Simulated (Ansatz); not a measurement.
Task: a breakdown of dispersion, smearing and cutoff terms of SrMg6Zr, space group P4/mmm, with Ansatz 0.2.0, Python API. Give the script and its output. Use (first run): PBEsol, PAW, cutoff 420 eV, 4×4×5 k-points, Fermi-Dirac smearing of 0.05 eV, D4 dispersion.

```xyz
8
Lattice="6.6387 0.0000 0.0000 0.0000 6.6387 0.0000 0.0000 0.0000 4.6731" Properties=species:S:1:pos:R:3 pbc="T T T"
Sr    3.3193    3.3193    2.3365
Mg    3.3193    0.0000    2.3365
Mg    0.0000    3.3193    2.3365
Mg    1.5212    1.5212    0.0000
Mg    5.1174    5.1174    0.0000
Mg    5.1174    1.5212    0.0000
Mg    1.5212    5.1174    0.0000
Zr    0.0000    0.0000    2.3365
```

`terms_srmg6zr.py`:
```python
"""Dispersion, smearing and cutoff parts of the energy of SrMg6Zr."""

import ansatz

system = (
    ansatz.Lattice.from_parameters(6.63866, 6.63866, 4.67308, alpha=90, beta=90, gamma=90)
    .space_group(123, hermann_mauguin="P4/mmm")
    .atom("Sr", (0.5, 0.5, 0.5))
    .atom("Mg", (0.5, 0.0, 0.5))
    .atom("Mg", (0.22915, 0.22915, 0.0))
    .atom("Zr", (0.0, 0.0, 0.5))
)

model = (
    system.calculation()
    .occupations("fermi_dirac", width=0.05)
    .kpoints(4, 4, 5)
)
with_term = model.functional("pbesol", dispersion="d4").basis(420).cutoff_correction(570).run(threads=1, pin="off").report
without = model.functional("pbesol").basis(420).run(threads=1, pin="off").report
finer = model.functional("pbesol").basis(570).run(threads=1, pin="off").report
removed = ansatz.free_energy_without(with_term, ansatz.EnergyTerm.DISPERSION)
print(f"dispersion term            {with_term['components']['e_disp']:.5f} eV")
print(f"F less dispersion          {removed:.5f} eV, run without it {without['free_energy_ev']:.5f} eV")
print(f"F less smearing term       {ansatz.free_energy_without(without, ansatz.EnergyTerm.SMEARING):.5f} eV")
print(f"estimated gain to 570 eV   {with_term['cutoff_correction']['energy_ev']:.5f} eV, found {finer['free_energy_ev'] - without['free_energy_ev']:.5f} eV")
```

Output of `python terms_srmg6zr.py`:
```text
RunWarning: dispersion: an atom stands within reach of a switch of its C6 between two reference coordination numbers of its element: through that C6 alone, e_disp changes by 0.025 eV or more while the distances to its neighbours run over a stretch of 0.05 Å that contains this geometry (sites counted from 0 in the run's list of atoms or, in a supercell that it derives, in that cell's: here a list of 8) — site 1 (Mg): coordination number 7.250 (about 6.63 to 7.88 with every neighbour 0.05 Å [...]
dispersion term            -0.68870 eV
F less dispersion          -19092.65831 eV, run without it -19092.65831 eV
F less smearing term       -19092.59669 eV
estimated gain to 570 eV   -0.00121 eV, found -0.00119 eV
```
(Warnings from the package without file and line, shortened.)

Caveats:
- Total energies depend on the potentials; only differences at equal settings carry meaning. A total without «per atom» is that of the whole cell that was run.
- Spin is left out of this run.
- Dispersion corrections can be off by several per cent in the lattices of metals, and by several GPa in the pressure at a fixed cell.
- The mesh is modest for a metal, so energies can be off by several to tens of meV an atom and pressures by half a GPa or more; differences at equal mesh fare better.
- The structure comes from a database of computed cells and needn't be a stable or known phase.
- It ran for 30 s on 1 thread of Arm Neoverse V1, on a shared host, peak memory 0.63 GiB.
